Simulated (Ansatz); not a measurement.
# Alloy of InAs and InSb (20 of 32 As sites exchanged), 64 atoms

Aim: relax the alloy cell and compare the gap by PBEsol and r²SCAN.

All numbers are computed with Ansatz 0.2.0 (PAW, plane waves).

### 1 The system as built

64 atoms (32 In, 12 As, 20 Sb); a = 12.711 Å, b = 12.711 Å, c = 12.711 Å, α = 90.00°, β = 90.00°, γ = 90.00°. All atoms were shaken off their sites by about 0.02 Å along each axis; atoms next to an added one may be pushed further to make room.

Steps to follow: (2) PBEsol cell relaxation at the single k point (¼, ¼, ¼), on 1 × NVIDIA GB200 with 8 threads of Arm Neoverse-V2; (3) r²SCAN single point at the single k point (¼, ¼, ¼), on 1 × NVIDIA GB200 with 8 threads of Arm Neoverse-V2.

### 2 PBEsol relaxation of the cell and the positions

in.yaml reads:

```yaml
crystal:
  lattice:
    - [12.711282, 0.000000, 0.000000]
    - [0.000000, 12.711282, 0.000000]
    - [0.000000, 0.000000, 12.711282]
  atoms:
    - { symbol: In, position: [0.001679, 0.998748, 0.998913] }
    - { symbol: In, position: [0.000451, 0.998511, 0.501631] }
    - { symbol: In, position: [0.002977, 0.499914, 0.000683] }
    - { symbol: In, position: [0.999591, 0.500355, 0.500044] }
    - { symbol: In, position: [0.498536, 0.003830, 0.000485] }
    - { symbol: In, position: [0.499973, 0.999817, 0.497436] }
    - { symbol: In, position: [0.500808, 0.499734, 0.001796] }
    - { symbol: In, position: [0.500393, 0.499562, 0.499836] }
    - { symbol: In, position: [0.250912, 0.249306, 0.002965] }
    - { symbol: In, position: [0.250856, 0.248485, 0.498615] }
    - { symbol: In, position: [0.250305, 0.749199, 0.999867] }
    - { symbol: In, position: [0.249380, 0.748873, 0.500689] }
    - { symbol: In, position: [0.750747, 0.247966, 0.998723] }
    - { symbol: In, position: [0.750029, 0.251902, 0.500194] }
    - { symbol: In, position: [0.749134, 0.748585, 0.001415] }
    - { symbol: In, position: [0.748897, 0.749268, 0.499265] }
    - { symbol: In, position: [0.248736, 0.997501, 0.250624] }
    - { symbol: In, position: [0.250585, 0.001241, 0.750372] }
    - { symbol: In, position: [0.249028, 0.501584, 0.247767] }
    - { symbol: In, position: [0.250772, 0.501620, 0.751351] }
    - { symbol: In, position: [0.749462, 0.000688, 0.248066] }
    - { symbol: In, position: [0.749008, 0.998855, 0.747978] }
    - { symbol: In, position: [0.751890, 0.499496, 0.249148] }
    - { symbol: In, position: [0.748230, 0.501104, 0.746388] }
    - { symbol: In, position: [0.000697, 0.249386, 0.252604] }
    - { symbol: In, position: [0.001350, 0.251460, 0.750640] }
    - { symbol: In, position: [0.997594, 0.747410, 0.248646] }
    - { symbol: In, position: [0.999036, 0.750065, 0.750790] }
    - { symbol: In, position: [0.501861, 0.254635, 0.250695] }
    - { symbol: In, position: [0.497546, 0.252419, 0.751029] }
    - { symbol: In, position: [0.498896, 0.748626, 0.250893] }
    - { symbol: In, position: [0.502700, 0.748149, 0.749078] }
    - { symbol: As, position: [0.125506, 0.122543, 0.124593] }
    - { symbol: As, position: [0.125747, 0.624543, 0.122915] }
    - { symbol: As, position: [0.624937, 0.123781, 0.126756] }
    - { symbol: As, position: [0.622061, 0.624942, 0.126256] }
    - { symbol: As, position: [0.374556, 0.374238, 0.623467] }
    - { symbol: As, position: [0.374941, 0.874278, 0.625003] }
    - { symbol: As, position: [0.875528, 0.377145, 0.624784] }
    - { symbol: As, position: [0.873985, 0.873462, 0.627709] }
    - { symbol: As, position: [0.375096, 0.125225, 0.874922] }
    - { symbol: As, position: [0.376080, 0.622213, 0.375063] }
    - { symbol: As, position: [0.875278, 0.124013, 0.373863] }
    - { symbol: As, position: [0.873520, 0.624447, 0.876882] }
    - { symbol: Sb, position: [0.123600, 0.125557, 0.622852] }
    - { symbol: Sb, position: [0.125022, 0.626394, 0.625245] }
    - { symbol: Sb, position: [0.625468, 0.124484, 0.626316] }
    - { symbol: Sb, position: [0.623752, 0.624740, 0.623298] }
    - { symbol: Sb, position: [0.371658, 0.375119, 0.125010] }
    - { symbol: Sb, position: [0.373197, 0.874352, 0.123821] }
    - { symbol: Sb, position: [0.873227, 0.375021, 0.127466] }
    - { symbol: Sb, position: [0.875267, 0.874467, 0.125935] }
    - { symbol: Sb, position: [0.375896, 0.122677, 0.372427] }
    - { symbol: Sb, position: [0.374975, 0.626495, 0.874191] }
    - { symbol: Sb, position: [0.873844, 0.124772, 0.876859] }
    - { symbol: Sb, position: [0.875929, 0.624142, 0.375329] }
    - { symbol: Sb, position: [0.125188, 0.378053, 0.374980] }
    - { symbol: Sb, position: [0.127120, 0.373930, 0.875632] }
    - { symbol: Sb, position: [0.124417, 0.877454, 0.375906] }
    - { symbol: Sb, position: [0.124872, 0.875807, 0.874913] }
    - { symbol: Sb, position: [0.628364, 0.375397, 0.374253] }
    - { symbol: Sb, position: [0.624882, 0.376606, 0.876299] }
    - { symbol: Sb, position: [0.624528, 0.876248, 0.376609] }
    - { symbol: Sb, position: [0.626092, 0.873744, 0.874838] }
  symmetry: { detect: false }
kpoints:
  mp_grid: { grid: [1, 1, 1], shift: [0.25, 0.25, 0.25] }
hamiltonian:
  xc: pbesol
scf:
  occupations: { method: fermi_dirac, width: 0.01 }
relax:
  f_tol: 0.03
  max_steps: 80
  escape_saddle: false
  adjacent_minimum: "off"
  cell: { fix: [shape] }
output:
  forces: true
  eigenvalues: true
  populations: true
```

The run is started by

```console
$ ansatz run in.yaml --threads 8 --pin off --max-ram 118750MiB --runs-dir r --events-out ev --progress --plain --backend cuda --devices 0, --max-vram 170GiB
```

Further steps of the session: Single point with r²SCAN.

What does the calculation give? Wanted: for each run, top filled to lowest empty.

As calculated:

```
             level         time  top filled to lowest empty (eV)
PBEsol, relaxation  6.5 s (GPU)                             0.68
            r²SCAN  6.2 s (GPU)                             1.04
```

```
     quantity                                                                         value
   relaxation                                              5 recorded steps, 2.12 eV gained
largest shift                                                0.16 Å (In29 and others alike)
 relaxed cell  a = 12.712 Å, b = 12.712 Å, c = 12.712 Å, α = 90.00°, β = 90.00°, γ = 90.00°
   mean bonds                                                    As–In 2.666, In–Sb 2.807 Å
```

**What this shows.** The relaxation lowers the energy by 2.12 eV; the largest shift is 0.16 Å (In29 and others alike), while the volume changes by +0.0 %. Part of this undoes the random shake of the start. The mean lengths of the listed bonds run from As–In 2.67 Å to In–Sb 2.81 Å. Spin–orbit coupling is left out, which matters for the band edges of the heavier elements here. With one k point the spacing samples only the states that fold onto it, so it can exceed the gap over the zone.
